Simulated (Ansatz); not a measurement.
# TaHCl (quartet): the correlation ladder, def2-SVP

The task here is to estimate one member of a computed series from the others.

Program: Ansatz 0.2.0, Gaussian basis. Level of theory: def2-SVP, core rule «outside noble gas», up to 9 orbitals frozen. These are calculated values, not measurements.

The runs, in order: UHF; CCSD(T) on ROHF; CCSD(T) on UHF; CISD as a restricted active space (open shells left free, so some higher excitations enter); CCSDT(Q) on ROHF; CCSDT(Q) on UHF.

36 further runs of the same task are left out: 12 for a known fault of the program, 8 that didn't finish, 16 set aside as unsound or not needed. Runs told in other sessions of the task aren't counted.

### The system

The geometry is a PBE0/def2-TZVP stationary point (not a proven minimum). No spin-orbit coupling is included. Elements past krypton take def2 core potentials.

3 atoms, charge 0, spin multiplicity 4.

Atoms are counted from 1 here; the program's logs count them from 0.

Bond lengths: Ta1–Cl2 2.311 Å, Ta1–H3 1.863 Å. Angles: Cl2–Ta1–H3 180.0°.

As a file:

```
Ta    0.0000    0.0000    0.1496
Cl    0.0000    0.0000   -2.1617
H     0.0000    0.0000    2.0121
```

Set-up of the first run:

The input, in.yaml:

```yaml
crystal:
  periodic: [false, false, false]
  atoms:
    - {symbol: Ta, position_ang: [0.000000, 0.000000, 0.149600]}
    - {symbol: Cl, position_ang: [0.000000, 0.000000, -2.161700]}
    - {symbol: H, position_ang: [0.000000, 0.000000, 2.012100]}
basis:
  gaussian: {orbitals: def2-SVP}
magnetization: {spin_polarized: true, initial_magnetization: 3}
hamiltonian: {xc: hf}
output: {orbitals: {seedname: orbitals}}
```

Launch:

```console
$ ansatz run in.yaml --threads 1 --pin off --events-out ev --progress --plain --max-ram 2393MiB
```

Steps of the session up to this table: UHF; CCSD(T) on ROHF; CCSD(T) on UHF; CISD as a restricted active space (open shells left free, so some higher excitations enter); CCSDT(Q) on ROHF; CCSDT(Q) on UHF.

One of the session's tables, all rows but one given; the rest of the session is left out.

| method | from RCCSDT(Q) (kJ/mol) |
| --- | --- |
| ROHF | +616.1 |
| UHF | +603.3 |
| RMP2 | +87.0 |
| UMP2 | +77.4 |
| RCCSD | +19.4 |
| UCCSD | +11.3 |
| RCCSD(T) | +3.7 |
| UCCSD(T) | ? |
| RCCSDT | +0.9 |
| UCCSDT | -7.0 |
| RCCSDT(Q) | 0 |
| UCCSDT(Q) | -8.2 |

Q: Estimate the row for UCCSD(T) from the others.

As computed: from RCCSDT(Q) (kJ/mol): -4.3. In the column «from RCCSDT(Q) (kJ/mol)» it lies between UCCSDT (-7.0) and RCCSDT(Q) (0).

Not comparable, so not listed: CISD as a restricted active space (open shells left free, so some higher excitations enter) (they don't share determinant, frozen orbitals or solution with the rows shown, or repeat one).

Limits of these values: Restricted and unrestricted rows rest on different reference determinants; a gap between their highest levels can come from leftover correlation error, from unlike frozen cores or from another state.
